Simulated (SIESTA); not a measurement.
Crystal: InCu3.

```
In Cu
1.0
     5.44114    0.00000    0.00000
    -2.72057    4.71217    0.00000
     0.00000    0.00000    4.32130
In Cu
2 6
Direct
  0.66667 0.33333 0.25000
  0.33333 0.66667 0.75000
  0.31277 0.15639 0.75000
  0.84361 0.15639 0.75000
  0.84361 0.68723 0.75000
  0.68723 0.84361 0.25000
  0.15639 0.84361 0.25000
  0.15639 0.31277 0.25000
```

The cell comes from a database or a generator and needn't be the stable form of this composition.

* Program: SIESTA 5.4.2
* Task: single point
* Functional: PBEsol
* Potentials or basis: PseudoDojo 0.4 standard (PBEsol files)
* Basis: DZP (energy shift 0.003 Ry; two zetas on semicore shells)
* Grid cutoff: 800 Ry
* Energy shift: 0.003 Ry
* k mesh: 6 × 6 × 6
* Occupations: fermi-dirac, width 0.05 eV
* Spin: no spin polarisation

On this cell: pressure -1.4 GPa; largest force 0.045 eV/Å; band gap on the k mesh none (metal or under the smearing width).

The same run follows on a disturbed copy (atoms moved at random, drawn with an rms of 0.05 Å):

```
CELL_PARAMETERS angstrom
5.44114 0.00000 0.00000
-2.72057 4.71217 0.00000
0.00000 0.00000 4.32130
ATOMIC_POSITIONS crystal
In 0.65818 0.32755 0.24926
In 0.33026 0.66085 0.74851
Cu 0.31314 0.15371 0.74136
Cu 0.83729 0.16536 0.75306
Cu 0.84063 0.68669 0.74346
Cu 0.68020 0.84298 0.25620
Cu 0.15484 0.83340 0.24463
Cu 0.15203 0.31463 0.25136
```

Task: What does the disturbed cell give?

Result: The energy (extrapolated to zero smearing) moves by +5.5 meV/atom; pressure -1.6 GPa; largest force 0.379 eV/Å; band gap on the k mesh none (metal or under the smearing width).

Forces on the atoms (eV/Å):
```
In  -0.072  0.218 -0.131
In   0.028  0.144  0.104
Cu  -0.234 -0.097  0.185
Cu   0.232 -0.298 -0.032
Cu   0.002  0.132  0.164
Cu   0.242  0.004 -0.198
Cu  -0.263  0.155  0.004
Cu   0.065 -0.258 -0.095
```

Stress tensor (GPa, compression positive):
```
-1.34  0.29 -0.27
 0.29 -1.62  0.00
-0.27  0.00 -1.82
```

Caveats: short orbitals over semicore shells can move pressures by several GPa; the basis of atomic orbitals isn't converged, which shifts pressures, moduli and gaps.
